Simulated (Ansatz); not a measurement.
# CoSi2 (Fm-3m): equation of state

Aim: the bulk modulus of CoSi2 (Fm-3m) from energies at several volumes around the relaxed one.

The COD entry's cell or inner coordinates are ideal or old and differ from later refinements, so a difference from it is no clean test against experiment.

Computed with Ansatz 0.2.0 (DFT PBE, scalar-relativistic, plane waves, PAW, unless a step's input says otherwise).

Spin polarisation is switched off on purpose; where the compound carries moments, volume, stiffness and gap are then not the real material's.

## Step 1: The starting structure

It takes space group Fm-3m (No. 225, cubic). Conventional cell: a = 5.360 Å, b = 5.360 Å, c = 5.360 Å, α = 90.00°, β = 90.00°, γ = 90.00°. Co (site symmetry m-3m) has 8 Si at 2.32 Å as nearest neighbours. Si (site symmetry -43m) has 4 Co at 2.32 Å as nearest neighbours.

Coordinates:

```xyz
3
Lattice="0.0000 2.6798 2.6798 2.6798 0.0000 2.6798 2.6798 2.6798 0.0000" Properties=species:S:1:pos:R:3 pbc="T T T"
Co    0.0000    0.0000    0.0000
Si    1.3399    1.3399    1.3399
Si    4.0197    4.0197    4.0197
```

This cell comes from an earlier session at PBE: 12.830 Å³/atom at 0.00 GPa, on a 12×12×12 mesh.

Volume factors to run: 0.980, 1.020, 0.960, 1.040.

## Step 2: At 0.980 of the relaxed volume

Input file input.yaml:

```yaml
crystal:
  lattice:
    - [0.0, 2.6618343333, 2.6618343333]
    - [2.6618343333, 0.0, 2.6618343333]
    - [2.6618343333, 2.6618343333, 0.0]
  atoms:
    - { symbol: Co, position: [0.0, 0.0, 0.0] }
    - { symbol: Si, position: [0.25, 0.25, 0.25] }
    - { symbol: Si, position: [0.75, 0.75, 0.75] }
basis:
  ecutwfc: 420
  ecutrho_ratio: 4
kpoints:
  mp_grid: { grid: [12, 12, 12] }
hamiltonian:
  xc: pbe
scf:
  occupations: { method: gaussian, width: 0.05 }
output:
  forces: true
  stress: true
  eigenvalues: true
```

The run is started by

```sh
$ ansatz run input.yaml --threads 1 --pin off --max-ram 2560MiB --backend cpu --events-out ev --progress --plain --runs-dir out
```

Further steps of the session: Volume × 1.020; Scaling the volume by 0.960; Volume × 1.040.

Before running it: what results should come out? Wanted: V0; B0; B0′; scatter of the fit.

As calculated:

```
          quantity           value
                V0  12.830 Å³/atom
                B0         179 GPa
               B0′             4.5
scatter of the fit  0.001 meV/atom
```

The fitted minimum lies at 12.83 Å³/atom, and the bulk modulus is 179 GPa. One per cent of compression takes about 1.8 GPa. These are values at 0 K without zero-point motion. Spin polarisation wasn't allowed in this run.
